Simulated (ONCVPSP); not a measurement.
# Lu: generating and testing an ONCV potential

Aim: build the potential from the settings below, then test how well it stands in for the atom: other configurations, scattering, ghost states and the plane-wave cutoff that it needs.

Program: ONCVPSP 4.0.1.1 (patched build). Reference atom: PBEsol, scalar-relativistic, spherical and spin-unpolarised. All values are calculated.

15 further runs of the same task are left out: 4 that didn't finish, 11 set aside as unsound or not needed.

### 1 Settings

Typed settings, in words:

```json
{"element": "lutetium (Lu, Z = 71)", "type": "optimised norm-conserving Vanderbilt (ONCV)", "frozen core": "[Kr] 4d10", "valence charge": "25", "reference configuration": "4f14 5s2 5p6 5d1 6s2", "partial waves": "5s+6s: rc 1.95 bohr, ncon 4, nbas 7, qcut 7.2 1/bohr, 2 projectors; 5p: rc 2.25 bohr, ncon 5, nbas 9, qcut 5.5 1/bohr, 2 projectors, debl 1.7 Ha; 5d: rc 2.95 bohr, ncon 4, nbas 9, qcut 5.5 1/bohr, 1 projector; 4f: rc 0.95 bohr, ncon 4, nbas 9, qcut 21.3 1/bohr, 3 projectors, debl 0.6 Ha", "local potential": "polynomial inside 0.85 bohr (lpopt 2, dvloc0 3 Ha)", "core correction": "polynomial model core, fcfact 0.65"}
```

An earlier all-electron run gives the scale for the radii.

All-electron outer shells of the reference configuration (PBEsol, scalar-relativistic, ld1.x):

```csv
shell,level (eV),outermost node (bohr),outermost maximum (bohr)
4d,-191.76,0.23,0.48
5s,-61.09,0.57,1.04
5p,-31.68,0.61,1.19
4f,-9.65,–,0.47
6s,-4.67,1.41,3.04
5d,-1.77,0.68,1.84
6p,-1.32,1.73,4.26
```

### 2 Generation

File Lu.dat:

```
# ATOM AND REFERENCE CONFIGURATION
# atsym  z   nc   nv     iexc    psfile
  Lu 71.00    9    5  -116133      upf
#
#   n    l    f
    1    0    2.00
    2    0    2.00
    2    1    6.00
    3    0    2.00
    3    1    6.00
    3    2   10.00
    4    0    2.00
    4    1    6.00
    4    2   10.00
    4    3   14.00
    5    0    2.00
    5    1    6.00
    5    2    1.00
    6    0    2.00
#
# PSEUDOPOTENTIAL AND OPTIMIZATION
# lmax
    3
#
#   l,   rc,      ep,       ncon, nbas, qcut
    0    1.95    0.00    4    7    7.20
    1    2.25    0.00    5    9    5.50
    2    2.95    0.00    4    9    5.50
    3    0.95    0.00    4    9   21.30
#
# LOCAL POTENTIAL
# lloc, lpopt,  rc(5),   dvloc0
    4    2    0.85    3.00
#
# VANDERBILT-KLEINMAN-BYLANDER PROJECTORs
# l, nproj, debl
    0    2    2.70
    1    2    1.70
    2    1    3.70
    3    3    0.60
#
# MODEL CORE CHARGE
# icmod, fcfact, rcfact
    1    0.65    0.00
#
# LOG DERIVATIVE ANALYSIS
# epsh1, epsh2, depsh
   -4.00    5.00    0.02
#
# OUTPUT GRID
# rlmax, drl
    6.00    0.01
#
# TEST CONFIGURATIONS
# ncnf
    4
# nvcnf
#   n    l    f
    5
    4    3   14.00
    5    0    2.00
    5    1    6.00
    5    2    1.00
    6    0    1.00
#
    5
    4    3   14.00
    5    0    2.00
    5    1    6.00
    5    2    1.00
    6    0    0.00
#
    5
    4    3   14.00
    5    0    2.00
    5    1    6.00
    5    2    0.00
    6    0    0.00
#
    5
    4    3   14.00
    5    0    2.00
    5    1    6.00
    5    2    1.00
    6    0    1.50
#
```

Started as:

```console
oncvpsp.x < Lu.dat > Lu.out
```

**Question.** What will these runs give? Wanted: cutoffs for 1 and 0.1 mHa per electron, occupied waves; bound ghosts; GHOST(+) flags; largest test error; largest phase difference near zero energy, channels read; rms error of d²Exc/dn², without and with the model core.

**Answer**, as computed:

```
                                                quantity                                                 value
  cutoffs for 1 and 0.1 mHa per electron, occupied waves                                     172 Ha and 191 Ha
                                            bound ghosts                                            none found
                                          GHOST(+) flags                                           s at 105 eV
                            largest test error (AE − PS)  -7.1 meV, for 4f14 5s2 5p6 5d1 6s0 (1 test unsolved)
largest phase difference near zero energy, channels read                                             0.002 rad
 rms error of d²Exc/dn², without and with the model core                                     4.36 and 1.19 mHa
```

In words: The worst unpolarised test, 4f14 5s2 5p6 5d1 6s0, is off by 7.1 meV on 20.6 eV; by total energies transferability rates as good where solved. Of the tests 1 gave no usable energy difference, which is a warning in itself. By its cutoff, 172 Ha for the looser tolerance, it is very hard. At the looser tolerance the 4f wave is the slowest; 5s needs 16 Ha. It is free of bound ghosts as far as tested. Near zero energy the phases of the channels with partial waves agree within 0.002 rad. The program also flags highly localised states, GHOST(+) (s). All of this concerns the isolated atom, not yet a solid.
